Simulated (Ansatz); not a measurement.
# Br2− (doublet): energies up the ladder

Wanted for Br2− (doublet): energies up the ladder. Charge -1. Spin multiplicity 2.

Computed with Ansatz 0.2.0 (the levels named in each step, unless a step's input says otherwise).

**1. The starting structure**

Bond lengths: Br1–Br2 2.281 Å.

Coordinates:

```xyz
2

Br    0.0000    0.0000    0.0000
Br    0.0000    0.0000    2.2814
```

**2. A rough first relaxation, PBE-D4/def2-SVPD**

Contents of input.yaml:

```yaml
crystal:
  periodic: [false, false, false]
  atoms:
    - { symbol: Br, position_ang: [0.0, 0.0, 0.0] }
    - { symbol: Br, position_ang: [0.0, 0.0, 2.28141] }
magnetization:
  spin_polarized: true
  initial_magnetization: 1
total_charge: -1
basis:
  gaussian: { orbitals: def2-SVPD }
hamiltonian:
  xc: pbe
  dispersion: d4
relax:
  f_tol: 0.03
  max_steps: 200
```

On the command line:

```console
ansatz run input.yaml --threads 4 --pin off --max-ram 10240MiB --backend cpu --events-out ev --progress --plain --runs-dir out
```

Further steps of the session: Relaxation, PBE0-D4/def2-TZVPPD; Frequencies, PBE0-D4/def2-TZVPPD; Single point, PBE-D4/def2-TZVPPD; Single point, r2SCAN-D4/def2-TZVPPD; Single point, B3LYP-D4/def2-TZVPPD; Single point, wB97M-V/def2-TZVPPD; Single point, B2PLYP/def2-TZVPPD; Single point, LDA/def2-TZVPPD; Single point, PBE0-D4/def2-SVPD; Single point, PBE-D4/def2-SVPD; Single point, CCSD(T)/def2-TZVPPD; Single point, MP2/def2-QZVPPD.

Before running it: what results should come out? Wanted: Br1–Br2 at PBE0-D4/def2-TZVPPD; frequencies at PBE0-D4/def2-TZVPPD; energy at CCSD(T)/CBS.

As calculated:

```
                          quantity           value
    Br1–Br2 at PBE0-D4/def2-TZVPPD         2.881 Å
frequencies at PBE0-D4/def2-TZVPPD        142 cm⁻¹
             energy at CCSD(T)/CBS  -140049.173 eV
```

In words: No mode is imaginary, so the geometry is a minimum. These totals serve in differences with atoms or fragments at the same level; alone they don't rank the methods.
